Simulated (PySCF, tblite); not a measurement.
# C₅H₁₅NSi₂: geometry, infrared bands and NMR shifts

Wanted: the infrared bands and NMR shifts of C₅H₁₅NSi₂ (`CC(C)[Si@@H]1CC[SiH2]N1`), by calculation.

The runs use tblite 0.8.0 and PySCF 2.14.0, with density-fitted response routines of our own; the level of theory stands in each step. All values are computed, except where a source is named. Atoms count from 0, in the outputs and in this text.

## Step 1: Starting geometry

23 atoms, charge 0, multiplicity 1; geometry from: force field or distance geometry start.

Bonds of the start (Å): C0–C1 1.52, C1–C2 1.53, C1–Si3 1.90, Si3–C4 1.88, C4–C5 1.53, C5–Si6 1.88, Si6–N7 1.72, N7–Si3 1.73, C0–H8 1.09, C0–H9 1.11, C0–H10 1.09, C1–H11 1.11, C2–H12 1.09, C2–H13 1.10, C2–H14 1.08, Si3–H15 1.49, C4–H16 1.10, C4–H17 1.10, C5–H18 1.09, C5–H19 1.11, Si6–H20 1.47, Si6–H21 1.48, N7–H22 1.02.

## Step 2: Relaxing the molecule with GFN2-xTB

The job: settings as JSON, then the geometry in Å.

```
{"job": {"kind": "relax", "xc": "GFN2-xTB", "basis": "xTB"}, "charge": 0, "multiplicity": 1}
C     -2.530000     0.997300     0.476800
C     -1.658200    -0.246700     0.552300
C     -1.897000    -1.142700    -0.660500
Si     0.176600     0.166200     0.838100
C      0.946300     1.119600    -0.584000
C      2.431600     0.752900    -0.577900
Si     2.525000    -1.020700     0.050600
N      1.134100    -1.257900     1.029400
H     -2.277000     1.614600    -0.389700
H     -3.599000     0.720700     0.395000
H     -2.438200     1.621200     1.371900
H     -1.978400    -0.820400     1.447500
H     -1.623600    -0.634800    -1.584000
H     -2.963800    -1.399700    -0.742500
H     -1.346600    -2.068600    -0.600500
H      0.356100     0.914100     2.118300
H      0.801600     2.204800    -0.493800
H      0.486800     0.793200    -1.533300
H      2.887100     0.875000    -1.559400
H      2.984200     1.407300     0.126400
H      2.449500    -1.976500    -1.064300
H      3.709400    -1.247000     0.908700
H      1.418600    -1.344700     2.009200
```

Command:

```sh
$ OMP_NUM_THREADS=1 python probes_run.py task.json out
```

One launch serves the whole session: the jobs run in the order shown.

**Question.** This job is followed by: GFN2-xTB harmonic vibrations, gas phase; GIAO PBE0/pcSseg-1 NMR shielding, non-relativistic, gas phase. Predict these results of the whole session: strongest single infrared mode (GFN2-xTB); zero-point energy (GFN2-xTB); 13C shifts against TMS (PBE0/pcSseg-1); 1H shifts against TMS (PBE0/pcSseg-1, means over atoms taken as alike); 29Si shifts against TMS (PBE0/pcSseg-1); 15N shifts against NH3 (PBE0/pcSseg-1).

The runs gave:

```
                                                              quantity                                                                  value
                             strongest single infrared mode (GFN2-xTB)                                                  2194 cm⁻¹, 504 km/mol
                                          zero-point energy (GFN2-xTB)                                                         118.6 kcal/mol
                                13C shifts against TMS (PBE0/pcSseg-1)                                         18.6, 18.4, 18.1, 7.4, 4.9 ppm
1H shifts against TMS (PBE0/pcSseg-1, means over atoms taken as alike)  5.04, 4.99, 4.98, 1.20, 1.07, 1.04, 1.01, 1.01, 0.99, 0.78, -0.47 ppm
                               29Si shifts against TMS (PBE0/pcSseg-1)                                                         5.3, -23.7 ppm
                                15N shifts against NH3 (PBE0/pcSseg-1)                                                               16.7 ppm
```

**Reading.** The optimisation took 72 steps and gained 0.426 eV; among the close pairs (by a distance rule), Si3–C4 changed most, from 1.877 to 1.901 Å. All 63 modes are real, so the xTB geometry is a minimum. The strongest single mode, at 2194 cm⁻¹, moves mainly H20. Unscaled tight-binding wavenumbers are off by several per cent, some by more. Its intensities can rank the bands wrongly. At PBE0/pcSseg-1: The widest tensor belongs to Si6: span 95 ppm, with a paramagnetic part of -507 ppm.
